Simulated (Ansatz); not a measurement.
Write a Python script for Ansatz 0.2.0 through its Python package that makes a polarisability from point charges of H₄O₂SSi, SMILES O[SiH](O)S. Use (for the species named): PBE, def2-SVPD basis, multiplicity 1.

```yaml
atoms:
  - { symbol: O, position_ang: [-0.6057, 1.0896, -0.7531] }
  - { symbol: Si, position_ang: [0.2058, 0.2831, 0.3540] }
  - { symbol: O, position_ang: [1.4492, -0.4241, -0.4256] }
  - { symbol: S, position_ang: [-0.9926, -1.2314, 1.0761] }
  - { symbol: H, position_ang: [-1.5971, 1.2112, -0.5792] }
  - { symbol: H, position_ang: [0.6632, 1.1937, 1.4363] }
  - { symbol: H, position_ang: [1.6899, -0.0608, -1.2883] }
  - { symbol: H, position_ang: [-0.7205, -2.1185, 0.1241] }
```

`field_h4o2ssi.py`:
```python
import ansatz as az
import numpy as np


def main() -> None:
    system = (
        az.Crystal.molecule()
        .atom("O", [-0.6057, 1.0896, -0.7531])
        .atom("Si", [0.2058, 0.2831, 0.354])
        .atom("O", [1.4492, -0.4241, -0.4256])
        .atom("S", [-0.9926, -1.2314, 1.0761])
        .atom("H", [-1.5971, 1.2112, -0.5792])
        .atom("H", [0.6632, 1.1937, 1.4363])
        .atom("H", [1.6899, -0.0608, -1.2883])
        .atom("H", [-0.7205, -2.1185, 0.1241])
    )

    model = system.calculation()
    model = model.basis(gaussian="def2-SVPD")
    model = model.functional("pbe").forces()
    centre = np.mean([site.position_ang for site in system.cartesian_sites], axis=0)
    field = 2 * 14.399645 * 3.0 / 40.0 ** 2


    def dipole(axis, sign):
        arm = 40.0 * np.eye(3)[axis]
        pair = [{"charge": sign * 3.0, "position_ang": (centre - arm).tolist()}, {"charge": -sign * 3.0, "position_ang": (centre + arm).tolist()}]
        deck = model.input().set(az.key.basis.gaussian.point_charges, pair)
        return np.array(az.Session.from_dict(deck).plan().execute().report["charge_distribution"]["dipole_moment_e_ang"])


    print(f"field {field:.4f} V/A")
    alpha = np.array([(dipole(axis, 1) - dipole(axis, -1)) / (2 * field) * 14.399645 for axis in range(3)])
    print("polarisability tensor (A^3)")
    print(np.array2string(alpha, precision=3, suppress_small=True))
    print(f"mean {np.trace(alpha) / 3:.3f} A^3 = {np.trace(alpha) / 3 / 0.14818471:.2f} bohr^3")


if __name__ == "__main__":
    main()
```

Running `python field_h4o2ssi.py` prints:
```text
field 0.0540 V/A
polarisability tensor (A^3)
[[ 8.462  0.559 -0.299]
 [ 0.562  8.798 -0.454]
 [-0.296 -0.454  7.933]]
mean 8.398 A^3 = 56.67 bohr^3
```

The geometry is a force-field or estimated start, not a minimum of this method, and the basis set is short of its limit. The field of two point charges is only nearly even. It ran for 27 s on 1 thread of Arm Neoverse V1 (shared host), peak memory 0.23 GiB.
